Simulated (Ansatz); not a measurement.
Runs of Ansatz 0.2.0 on SiO. The structure is cubic, space group F-43m (No. 216). Conventional cell: a = 4.867 Å, b = 4.867 Å, c = 4.867 Å, α = 90.00°, β = 90.00°, γ = 90.00°. Si (site symmetry -43m) has 4 O at 2.11 Å as nearest neighbours. O (site symmetry -43m) has 4 Si at 2.11 Å as nearest neighbours. The cell was built by a generator and needn't be a form met in nature.

```csv
task,level,potentials or basis,cell,k mesh,cutoff (eV),points for each segment of the path,screening (1/Å),share of exact exchange,mesh quality,gap on the mesh (eV),pressure (GPa),V0 of scaled cells (Å³/atom),relaxed volume (Å³/atom),B0 (GPa)
equation of state,PBE,Ansatz PAW soft_1,as given,9 × 9 × 9,420,-,-,-,not flagged,-,-,14.40,-,(a)
relaxation of cell and atoms,PBE0,Ansatz PAW,relaxed,5 × 5 × 5,420,-,-,-,coarse,0.86,-,-,14.17,-
relaxation of cell and atoms,HSE03,Ansatz PAW,relaxed,5 × 5 × 5,420,-,-,-,coarse,-,-,-,14.07,-
band structure,PBE,JTH PAW,as given,9 × 9 × 9,1380,14,-,-,not flagged,none,-0.2,-,-,-
equation of state,PBE,Ansatz PAW,as given,9 × 9 × 9,420,-,-,-,not flagged,-,-,14.40,-,63
single point,HSE06 form with a typed share of exact exchange,Ansatz PAW,as given,5 × 5 × 5,420,-,0.15,0.25,coarse,0.38,-,-,-,-
band structure,PBE,Ansatz NC,as given,9 × 9 × 9,1240,14,-,-,not flagged,none,0.0,-,-,-
single point,HSE06 form with a typed share of exact exchange,Ansatz PAW,as given,5 × 5 × 5,420,-,0.2,0.25,coarse,(b),-,-,-,-
```

Alike in all rows: no spin polarisation; smearing fermi-dirac 0.05 eV.

Problem. Estimate the missing entries.

Solution. (a) 62; (b) 0.29.

Caveats: some runs use coarse meshes; odd divisions of the mesh miss points on the zone boundary, where band edges often lie, so the gap on the mesh can be too wide (some runs); the PAW data sets come from PBE, with cores solved anew for the run's functional, which leaves a small shift of forces and pressure (some runs); the plane-wave basis is chosen anew once the cell has moved, so the energies of steps on either side of that aren't comparable (some runs).

A k mesh can miss the band edges.

A gap of «none» marks a metal or a gap under the smearing width.

Not every run made on this cell is shown here.
